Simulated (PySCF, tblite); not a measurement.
# C7H14GeO: geometry, infrared bands, NMR shifts, electronic excitations and core binding energies, part 1 of 2

Wanted: the infrared bands, NMR shifts, electronic excitations and core binding energies of C7H14GeO (`C[C@@H]1C[C@H]([O][GeH3])C12CC2`), by calculation.

The runs use tblite 0.8.0 and PySCF 2.14.0, with density-fitted response routines of our own; the level of theory stands in each step. All values are computed, except where a source is named. Atoms are numbered from 0 throughout.

### 1 The molecule as given

23 atoms, charge 0, multiplicity 1; geometry from: force field or distance geometry start.

Bonds of the start (Å): C0–C1 1.51, C1–C2 1.54, C2–C3 1.54, C3–O4 1.38, O4–Ge5 1.80, C3–C6 1.45, C6–C7 1.47, C7–C8 1.51, C6–C1 1.49, C8–C6 1.46, C0–H9 1.13, C0–H10 1.11, C0–H11 1.10, C1–H12 1.08, C2–H13 1.09, C2–H14 1.09, C3–H15 1.10, Ge5–H16 1.56, Ge5–H17 1.55, Ge5–H18 1.56, C7–H19 1.10, C7–H20 1.12, C8–H21 1.09, C8–H22 1.13.

### 2 Optimising the geometry with GFN2-xTB

What the job is given:

```
{"job": {"kind": "relax", "xc": "GFN2-xTB", "basis": "xTB"}, "charge": 0, "multiplicity": 1}
C     -2.439500    -0.534700     0.447900
C     -1.378600    -0.521000    -0.620400
C     -0.266900    -1.526400    -0.286500
C      0.711800    -0.375900    -0.011200
O      1.271200    -0.410400     1.252000
Ge     3.049900    -0.547000     1.004300
C     -0.361100     0.533300    -0.354400
C     -0.087100     1.689100    -1.222500
C     -0.661900     1.866100     0.164100
H     -3.241900     0.233200     0.235300
H     -2.063700    -0.296000     1.462400
H     -2.930800    -1.522500     0.490700
H     -1.724600    -0.503300    -1.647100
H     -0.015900    -2.083400    -1.195000
H     -0.428200    -2.090000     0.630800
H      1.509400    -0.453100    -0.767900
H      3.516300    -2.015800     1.246800
H      3.327100    -0.166600    -0.476000
H      3.847700     0.365100     1.985700
H     -0.737300     1.763900    -2.108400
H      0.961900     2.067400    -1.297200
H     -0.105600     2.416800     0.919200
H     -1.756900     2.138400     0.157500
```

The run is started by

```console
OMP_NUM_THREADS=1 python probes_run.py task.json out
```

One launch serves the whole session: the jobs run in the order shown.

The log of the run:

```text
step      E/eV     max force
  0    -763.67824    2.580
  1    -764.03585    1.120
  2    -764.21354    0.800
  3    -764.31395    0.699
  4    -764.38454    0.585
  5    -764.43843    0.531
  6    -764.47546    0.483
  7    -764.50101    0.489
  8    -764.52507    0.379
  9    -764.54637    0.338
 10    -764.56675    0.359
 11    -764.58511    0.322
 12    -764.60532    0.321
 13    -764.63017    0.403
 14    -764.65588    0.460
 15    -764.67577    0.361
 16    -764.68988    0.296
 17    -764.70128    0.208
 18    -764.71248    0.253
 19    -764.72487    0.272
 20    -764.73750    0.248
 21    -764.74884    0.229
 22    -764.75897    0.213
 23    -764.76822    0.274
 24    -764.77573    0.202
 25    -764.78121    0.162
 26    -764.78611    0.178
 27    -764.79218    0.234
 28    -764.79953    0.265
 29    -764.80632    0.163
 30    -764.81054    0.131
 31    -764.81314    0.119
 32    -764.81564    0.151
 33    -764.81791    0.127
 34    -764.81949    0.101
 35    -764.82053    0.086
 36    -764.82148    0.068
 37    -764.82285    0.063
 38    -764.82376    0.060
 39    -764.82466    0.067
 40    -764.82527    0.066
 41    -764.82598    0.066
 42    -764.82676    0.072
 43    -764.82752    0.060
 44    -764.82809    0.043
 45    -764.82848    0.038
 46    -764.82878    0.037
 47    -764.82905    0.031
 48    -764.82927    0.029
 49    -764.82944    0.029
 50    -764.82957    0.027
 51    -764.82968    0.026
 52    -764.82980    0.023
 53    -764.82992    0.021
 54    -764.83002    0.020
 55    -764.83010    0.024
 56    -764.83019    0.029
 57    -764.83030    0.035
 58    -764.83047    0.036
 59    -764.83069    0.041
 60    -764.83090    0.034
 61    -764.83107    0.030
 62    -764.83121    0.028
 63    -764.83139    0.037
 64    -764.83162    0.047
 65    -764.83186    0.038
 66    -764.83208    0.036
 67    -764.83228    0.037
 68    -764.83251    0.045
 69    -764.83280    0.055
 70    -764.83311    0.041
 71    -764.83337    0.034
 72    -764.83361    0.035
 73    -764.83392    0.051
 74    -764.83437    0.067
 75    -764.83492    0.057
 76    -764.83536    0.037
 77    -764.83564    0.032
 78    -764.83583    0.028
 79    -764.83605    0.036
 80    -764.83634    0.037
 81    -764.83666    0.044
 82    -764.83692    0.031
 83    -764.83711    0.024
 84    -764.83724    0.021
 85    -764.83736    0.022
 86    -764.83745    0.023
 87    -764.83755    0.023
 88    -764.83764    0.025
 89    -764.83776    0.024
 90    -764.83789    0.024
 91    -764.83801    0.025
 92    -764.83814    0.024
 93    -764.83825    0.019
 94    -764.83833    0.021
 95    -764.83840    0.020
 96    -764.83847    0.018
 97    -764.83854    0.018
 98    -764.83861    0.018
 99    -764.83868    0.017
100    -764.83874    0.021
101    -764.83881    0.021
102    -764.83888    0.018
103    -764.83895    0.017
104    -764.83904    0.021
105    -764.83915    0.027
106    -764.83930    0.028
107    -764.83949    0.037
108    -764.83973    0.047
109    -764.84001    0.044
110    -764.84031    0.043
111    -764.84062    0.037
112    -764.84090    0.046
113    -764.84125    0.044
114    -764.84171    0.044
115    -764.84232    0.050
116    -764.84289    0.058
117    -764.84350    0.066
118    -764.84406    0.083
119    -764.84456    0.075
120    -764.84454    0.087
121    -764.84533    0.056
122    -764.84564    0.033
123    -764.84610    0.033
124    -764.84629    0.043
125    -764.84661    0.040
126    -764.84686    0.029
127    -764.84704    0.026
128    -764.84714    0.025
129    -764.84727    0.025
130    -764.84741    0.024
131    -764.84758    0.032
132    -764.84775    0.032
133    -764.84793    0.031
134    -764.84811    0.035
135    -764.84833    0.045
136    -764.84862    0.039
137    -764.84890    0.046
138    -764.84914    0.038
139    -764.84936    0.032
140    -764.84958    0.036
141    -764.84983    0.033
142    -764.85006    0.029
143    -764.85021    0.022
144    -764.85031    0.024
145    -764.85040    0.020
146    -764.85049    0.021
147    -764.85058    0.016
148    -764.85063    0.013
149    -764.85066    0.014
150    -764.85069    0.016
151    -764.85073    0.013
152    -764.85076    0.010
```

Wall time 1.1 s (1 thread of Arm Neoverse V2, shared host); peak memory 0.18 GiB.

The steps of the relaxation: (not every step is listed)

```csv
step,energy from step 0 (eV),largest force (eV/Å)
0,0.0000,2.5795
1,-0.3576,1.1199
2,-0.5353,0.7996
3,-0.6357,0.6992
4,-0.7063,0.5847
5,-0.7602,0.5307
6,-0.7972,0.4831
7,-0.8228,0.4891
8,-0.8468,0.3787
21,-1.0706,0.2294
34,-1.1413,0.1014
47,-1.1508,0.0313
60,-1.1527,0.0340
73,-1.1557,0.0506
86,-1.1592,0.0230
99,-1.1604,0.0170
112,-1.1627,0.0463
125,-1.1684,0.0404
138,-1.1709,0.0384
147,-1.1723,0.0159
148,-1.1724,0.0132
149,-1.1724,0.0136
150,-1.1725,0.0158
151,-1.1725,0.0127
152,-1.1725,0.0102
```

Distances of close pairs at the start and the end, largest changes first:

| bond | before (Å) | after (Å) | change (Å) |
| --- | --- | --- | --- |
| C3–C6 | 1.448 | 1.524 | +0.076 |
| Ge5–H18 | 1.559 | 1.487 | -0.072 |
| O4–Ge5 | 1.801 | 1.740 | -0.061 |
| Ge5–H16 | 1.560 | 1.504 | -0.056 |
| C8–H22 | 1.128 | 1.079 | -0.049 |
| Ge5–H17 | 1.553 | 1.505 | -0.048 |
| C0–H9 | 1.131 | 1.088 | -0.043 |
| C7–H20 | 1.118 | 1.080 | -0.038 |

The next job starts from the end point, and lists it.

### 3 Vibrational analysis with GFN2-xTB

What the job is given:

```
{"job": {"kind": "ir", "xc": "GFN2-xTB", "basis": "xTB"}, "charge": 0, "multiplicity": 1}
C     -2.413024    -0.630109     0.438969
C     -1.286340    -0.568179    -0.577012
C     -0.046226    -1.430936    -0.264991
C      0.862991    -0.201598    -0.451573
O      1.711018     0.133733     0.613370
Ge     3.069397    -0.779521     1.202728
C     -0.386558     0.665035    -0.553298
C     -0.530163     1.938701    -1.321344
C     -0.604613     1.947617     0.177403
H     -3.204380     0.068929     0.177343
H     -2.042035    -0.381120     1.430256
H     -2.835824    -1.632487     0.466254
H     -1.680396    -0.762276    -1.578552
H      0.147906    -2.266777    -0.934697
H     -0.033233    -1.774667     0.768298
H      1.429881    -0.234787    -1.391291
H      2.629750    -2.117777     1.731138
H      4.079146    -0.985855     0.105554
H      3.551538     0.131857     2.274547
H     -1.442411     2.091712    -1.879595
H      0.348906     2.349211    -1.795735
H      0.232400     2.348045     0.728427
H     -1.562482     2.118232     0.643881
```

The log of the run:

```text
mode    cm-1     km/mol
  1      33.9      0.34
  2      50.5      1.79
  3      89.6      0.37
  4     127.1      0.69
  5     163.2      0.40
  6     212.0      0.21
  7     214.3      0.14
  8     231.6      0.80
  9     338.7      1.89
 10     387.4     20.07
 11     430.9      1.68
 12     464.5      1.35
 13     563.1      9.86
 14     573.0     87.08
 15     596.3     90.32
 16     631.6    152.32
 17     748.4    211.55
 18     765.5     95.15
 19     793.8    157.27
 20     799.1      2.20
 21     834.6    166.06
 22     868.4      9.10
 23     903.1      2.20
 24     926.2      3.50
 25     937.2      4.80
 26     964.0      0.40
 27     997.8     30.02
 28    1036.4      1.56
 29    1065.9      1.53
 30    1068.3     12.36
 31    1083.3     27.21
 32    1110.5     60.61
 33    1114.5      9.26
 34    1144.7      0.23
 35    1156.7     31.19
 36    1170.5     14.09
 37    1203.6      0.58
 38    1219.4      6.95
 39    1242.5      6.69
 40    1248.5      4.45
 41    1313.1     36.13
 42    1328.8      0.66
 43    1404.1      1.90
 44    1409.3      1.10
 45    1426.6      0.24
 46    1454.5      0.22
 47    1496.4      1.60
 48    1501.3      1.47
 49    1505.5      3.22
 50    1921.4    127.62
 51    1975.3    521.45
 52    2100.4    381.72
 53    2859.4     73.46
 54    2938.9     42.92
 55    2997.9     50.41
 56    3000.1     31.66
 57    3026.4     40.76
 58    3032.8     38.12
 59    3040.6     25.71
 60    3077.6     32.28
 61    3085.2      9.48
 62    3092.5     26.28
 63    3108.4     43.72
```

Run time: 0.86 s. Hardware: 1 thread of Arm Neoverse V2, shared host; peak memory 0.18 GiB.

Which atoms move in the most intense modes:

| cm⁻¹ | km/mol | atoms |
| --- | --- | --- |
| 632 | 152.3 | O4 54 %, H18 15 % |
| 748 | 211.6 | H17 19 %, H16 18 %, H18 17 % |
| 766 | 95.2 | H18 23 %, C1 11 %, H17 10 % |
| 794 | 157.3 | H18 59 %, H16 21 %, H17 18 % |
| 835 | 166.1 | H16 49 %, H17 47 % |
| 1921 | 127.6 | H17 51 %, H16 43 % |
| 1975 | 521.5 | H16 54 %, H17 45 % |
| 2100 | 381.7 | H18 93 % |

### 4 Optimising the geometry at PBE0-D3(BJ)/def2-SVP

What the job is given:

```
{"job": {"xc": "PBE0", "basis": "def2-SVP", "d3": "d3bj", "grid": 1, "shake": 0.01, "kind": "geom"}, "charge": 0, "multiplicity": 1}
C     -2.392610    -0.655670     0.443150
C     -1.292020    -0.572710    -0.579170
C     -0.066430    -1.433260    -0.273640
C      0.896220    -0.199340    -0.455100
O      1.708210     0.127050     0.602820
Ge     3.065490    -0.774700     1.200340
C     -0.376980     0.663040    -0.553060
C     -0.514700     1.944150    -1.326400
C     -0.606440     1.953020     0.196750
H     -3.207080     0.066490     0.187370
H     -2.050900    -0.384040     1.439080
H     -2.830020    -1.631570     0.472960
H     -1.708680    -0.752060    -1.588150
H      0.131220    -2.264010    -0.927690
H     -0.037680    -1.785430     0.768560
H      1.429350    -0.220730    -1.383820
H      2.631690    -2.106660     1.729080
H      4.069890    -0.980010     0.111380
H      3.549390     0.124030     2.276840
H     -1.467350     2.098610    -1.874680
H      0.332520     2.349820    -1.805380
H      0.239970     2.327700     0.719280
H     -1.555390     2.129800     0.622300
```

The log of the run:

```text
step   0  E = -2426.17186530  max force = 0.040835
step   1  E = -2426.18260679  max force = 0.011820
step   2  E = -2426.18385551  max force = 0.003394
step   3  E = -2426.18408004  max force = 0.002939
step   4  E = -2426.18434350  max force = 0.004001
step   5  E = -2426.18475485  max force = 0.005600
step   6  E = -2426.18521214  max force = 0.005306
step   7  E = -2426.18541713  max force = 0.003055
step   8  E = -2426.18552306  max force = 0.000901
step   9  E = -2426.18555448  max force = 0.001321
step  10  E = -2426.18559223  max force = 0.001175
step  11  E = -2426.18562553  max force = 0.001040
step  12  E = -2426.18565274  max force = 0.001031
step  13  E = -2426.18566744  max force = 0.000702
step  14  E = -2426.18567667  max force = 0.000413
optimisation converged
```

Run time: 6.1 min. Hardware: 1 thread of Arm Neoverse V2, shared host; peak memory 1.3 GiB.

The steps of the relaxation:

```
step  energy from step 0 (eV)  largest force component (eV/Å)
   0                   0.0000                          2.0998
   1                  -0.2923                          0.6078
   2                  -0.3263                          0.1745
   3                  -0.3324                          0.1511
   4                  -0.3395                          0.2057
   5                  -0.3507                          0.2880
   6                  -0.3632                          0.2728
   7                  -0.3688                          0.1571
   8                  -0.3716                          0.0463
   9                  -0.3725                          0.0679
  10                  -0.3735                          0.0604
  11                  -0.3744                          0.0535
  12                  -0.3752                          0.0530
  13                  -0.3756                          0.0361
  14                  -0.3758                          0.0212
```

Distances of close pairs at the start and the end, largest changes first:

```csv
bond,before (Å),after (Å),change (Å)
O4–Ge5,1.736,1.786,+0.051
Ge5–H18,1.483,1.533,+0.049
Ge5–H17,1.496,1.543,+0.048
Ge5–H16,1.497,1.542,+0.045
C7–H20,1.054,1.094,+0.040
C3–H15,1.071,1.110,+0.039
C8–H22,1.055,1.094,+0.039
C2–C3,1.575,1.543,-0.033
```

The final coordinates are the input of the step that follows.

```
                         at the end point                value
  point group (found at 0.08 Å tolerance)                   C1
rotational constants (GHz, main isotopes)  2.434, 0.545, 0.481
                        dipole moment (D)                 1.14
```

### 5 NMR shieldings: PBE0/pcSseg-1

What the job is given:

```
{"job": {"kind": "nmr", "xc": "PBE0", "basis": "pcSseg-1"}, "charge": 0, "multiplicity": 1}
C     -2.626653    -0.621114     0.103269
C     -1.259414    -0.665857    -0.539875
C     -0.108954    -1.391165     0.198062
C      0.848468    -0.270604    -0.258084
O      1.764380     0.257998     0.650919
Ge     3.277986    -0.620397     1.008248
C     -0.378264     0.585686    -0.531039
C     -0.475800     1.865534    -1.285262
C     -0.654220     1.851798     0.208510
H     -3.306774     0.052728    -0.442536
H     -2.562319    -0.265008     1.143326
H     -3.091923    -1.619392     0.116803
H     -1.342360    -1.047867    -1.572505
H      0.122147    -2.430414    -0.080836
H     -0.248651    -1.324366     1.288344
H      1.347317    -0.542580    -1.211758
H      2.956229    -1.936930     1.743716
H      3.999300    -0.918387    -0.322966
H      4.081371     0.336506     1.896246
H     -1.362512     2.024995    -1.906637
H      0.447614     2.289327    -1.691738
H      0.159097     2.238089     0.828456
H     -1.659306     2.012829     0.608881
```

Level: GIAO PBE0/pcSseg-1 NMR shielding, non-relativistic, gas phase.

The log of the run:

```text
coarse grid: 83464 points
cycle   1  E = -2426.2600257493  dE =  5.365e-01  |g| = 1.122e+00  |ddm| = 4.372e+00
cycle   2  E = -2426.0038769816  dE =  2.561e-01  |g| = 1.587e+00  |ddm| = 1.978e+00
cycle   3  E = -2426.3959703011  dE = -3.921e-01  |g| = 3.069e-01  |ddm| = 1.554e+00
cycle   4  E = -2426.4123420698  dE = -1.637e-02  |g| = 7.451e-02  |ddm| = 2.942e-01
cycle   5  E = -2426.4131512470  dE = -8.092e-04  |g| = 1.347e-02  |ddm| = 7.579e-02
cycle   6  E = -2426.4131861281  dE = -3.488e-05  |g| = 5.759e-03  |ddm| = 2.118e-02
cycle   7  E = -2426.4131933617  dE = -7.234e-06  |g| = 9.726e-04  |ddm| = 6.585e-03
final grid: 177912 points
cycle   8  E = -2426.4132524025  dE = -1.123e-09  |g| = 1.213e-03  |ddm| = 3.859e-03
cycle   9  E = -2426.4132520562  dE =  3.463e-07  |g| = 1.723e-03  |ddm| = 3.244e-03
cycle  10  E = -2426.4132527540  dE = -6.978e-07  |g| = 1.227e-04  |ddm| = 1.862e-03
cycle  11  E = -2426.4132527569  dE = -2.896e-09  |g| = 3.584e-05  |ddm| = 1.587e-04
cycle  12  E = -2426.4132527571  dE = -1.769e-10  |g| = 8.318e-06  |ddm| = 3.164e-05
converged SCF energy = -2426.4132527571

GIAO shielding tensors (ppm)
atom      isotropic    diamagn.    paramagn.     s11        s22        s33       span
  0 C      166.371     245.820     -79.449    149.785    164.637    184.692     34.907
  1 C      156.756     250.283     -93.527    144.551    158.980    166.737     22.186
  2 C      144.071     252.907    -108.836    128.250    140.094    163.869     35.620
  3 C      110.709     246.453    -135.744     85.658     96.202    150.268     64.611
  4 O      293.700     403.107    -109.406    258.861    301.552    320.688     61.827
  5 Ge    1416.086    2755.370   -1339.285   1285.208   1323.530   1639.519    354.311
  6 C      152.068     253.049    -100.981    113.169    136.066    206.970     93.800
  7 C      175.553     253.784     -78.230    151.984    172.832    201.844     49.861
  8 C      181.074     252.434     -71.360    154.068    179.641    209.514     55.446
  9 H       30.504      29.311       1.193     25.631     28.062     37.821     12.190
 10 H       30.603      30.661      -0.058     26.415     29.855     35.539      9.124
 11 H       30.118      28.148       1.970     25.525     27.188     37.642     12.117
 12 H       29.408      33.054      -3.646     25.082     28.369     34.773      9.691
 13 H       28.962      32.431      -3.469     24.781     27.391     34.713      9.933
 14 H       29.931      33.356      -3.425     26.939     29.817     33.038      6.098
 15 H       27.441      33.650      -6.209     22.771     29.035     30.516      7.744
 16 H       26.257      28.054      -1.797     19.343     23.241     36.186     16.843
 17 H       26.457      27.984      -1.527     20.178     22.575     36.618     16.440
 18 H       26.478      27.629      -1.151     19.746     22.249     37.440     17.694
 19 H       30.944      31.546      -0.602     25.081     27.746     40.005     14.924
 20 H       30.867      31.707      -0.840     24.832     28.223     39.545     14.713
 21 H       30.348      31.838      -1.491     23.986     28.466     38.593     14.607
 22 H       30.897      31.999      -1.103     25.358     28.080     39.252     13.894
```

Wall time 57 s (1 thread of Arm Neoverse V2, shared host); peak memory 1.3 GiB.

The references, computed at this level on geometries of the same kind, shield at (ppm): ¹H TMS 31.27, ¹³C TMS 184.4, ¹⁷O H2O 334.6, ⁷³Ge GeMe4 1330. Their shielding less the atom's gives the shift. The references are single molecules in the gas phase, so shifts against H2O, NH3, PH3, H3PO4 or CFCl3 are not on the usual liquid scales and can be off by tens of ppm. Atoms listed in one row are averaged.

```csv
atoms,environment,σ (ppm),δ (ppm)
C3,sp3 CH bonded to O,110.7,73.7
C2,sp3 CH2 in a ring,144.1,40.3
C6,three-membered-ring carbon,152.1,32.3
C1,sp3 CH in a ring,156.8,27.7
C0,methyl carbon,166.4,18.0
C7,three-membered-ring carbon,175.6,8.9
C8,three-membered-ring carbon,181.1,3.3
"H16, H17, H18",hydrogen on a germanium bonded to O,26.40,4.87
H15,hydrogen on an sp3 CH bonded to O,27.44,3.83
H13,hydrogen on an sp3 CH2 in a ring,28.96,2.31
H12,hydrogen on an sp3 CH in a ring,29.41,1.86
H14,hydrogen on an sp3 CH2 in a ring,29.93,1.34
H21,hydrogen on a three-membered-ring carbon,30.35,0.92
"H9, H10, H11",hydrogen on a methyl carbon,30.41,0.86
H20,hydrogen on a three-membered-ring carbon,30.87,0.40
H22,hydrogen on a three-membered-ring carbon,30.90,0.37
H19,hydrogen on a three-membered-ring carbon,30.94,0.32
O4,"oxygen bonded to C, Ge",293.7,40.9
Ge5,"germanium bonded to O, 3 H",1416,-86
```

Charges from the same density, by scheme (e):

| atoms | Mulliken | IAO | Hirshfeld | ESP fit |
| --- | --- | --- | --- | --- |
| C0 | -0.19 | -0.41 | -0.12 | -0.58 |
| C1 | -0.29 | -0.10 | -0.02 | 0.51 |
| C2 | -0.09 | -0.28 | -0.09 | -0.56 |
| C3 | 0.17 | 0.09 | 0.04 | 0.45 |
| O4 | -0.71 | -0.60 | -0.23 | -0.39 |
| Ge5 | 0.50 | 0.71 | 0.39 | 0.35 |
| C6 | -0.31 | 0.00 | -0.01 | -0.22 |
| C7 | -0.15 | -0.30 | -0.10 | -0.39 |
| C8 | -0.16 | -0.29 | -0.09 | -0.19 |

Mayer bond orders: C0–C1 1.05, C1–C2 1.01, C2–C3 1.03, C3–O4 0.90, O4–Ge5 0.81, C3–C6 0.98, C6–C7 0.95, C7–C8 0.99, C6–C1 0.94, C8–C6 0.93.

Ring of atoms C1, C2, C3, C6: NICS(0) -4.0, NICS(1) -2.1, NICS(1)zz 2.4 ppm (means of both faces). The ring holds saturated atoms, so no π current runs round it: these values come from its σ bonds, any local π bonds and neighbouring rings, and say nothing of aromaticity.

The two faces differ (NICS(1)zz -0.7 and 5.5 ppm, in the same order).

Ring of atoms C6, C7, C8: NICS(0) -42.6, NICS(1) -8.7, NICS(1)zz -21.5 ppm (means of both faces). The ring holds saturated atoms, so no π current runs round it: these values come from its σ bonds, any local π bonds and neighbouring rings, and say nothing of aromaticity.

In rings of three or four atoms NICS is ruled by the nearby σ bonds, so it says little on aromaticity.

Orbitals, density, ELF and potential are computed afterwards from the orbital file.

Frontier orbitals at PBE0/pcSseg-1, with the share of their density that lies nearest to each atom:

| orbital | energy (eV) | lies on |
| --- | --- | --- |
| HOMO | -7.30 | O4 29 %; C2, C7 about 12 % each; C6 10 % |
| LUMO | 0.46 | Ge5 20 %; H16, H17, H18 about 16 % each; O4 13 % |

ELF in a plane through or near 6 of the atoms.

Ten even steps from '0' (0.00) to '9' (1.00):
```
0000000000000000000000000000
0000000000000000000000000000
0000000000000000000000000000
0000000000000000000000000000
0000000000000002310000000000
0000000000000016730000000000
0000111002300138830000000000
0002564017840145520000000000
0003674138771378500000000000
0001424618473456400599600000
0000216427753214423999900000
0000132121114533573899800000
0000399980026873351463100000
0000599990026871049981000000
0000299980001320059994000000
0000013310000000028981000000
0000000000000000002310000000
0000000000000000000000000000
0000000000000000000000000000
0000000000000000000000000000
```
The map spans 13.8 Å across and 10.6 Å up, centred on the molecule. Atoms in the plane (x, y in Å): C0 (2.4, -1.2), O4 (-1.8, 0.5), Ge5 (-3.5, -0.1), H9 (3.3, -0.5), H11 (2.7, -2.2), H16 (-3.5, -1.6).

On the surface of density 0.002 e/bohr³ the electrostatic potential runs, from the 1st to the 99th percentile, from -1.21 V near O4 to 1.09 V near H16.

(Continued in part 2 of 2.)
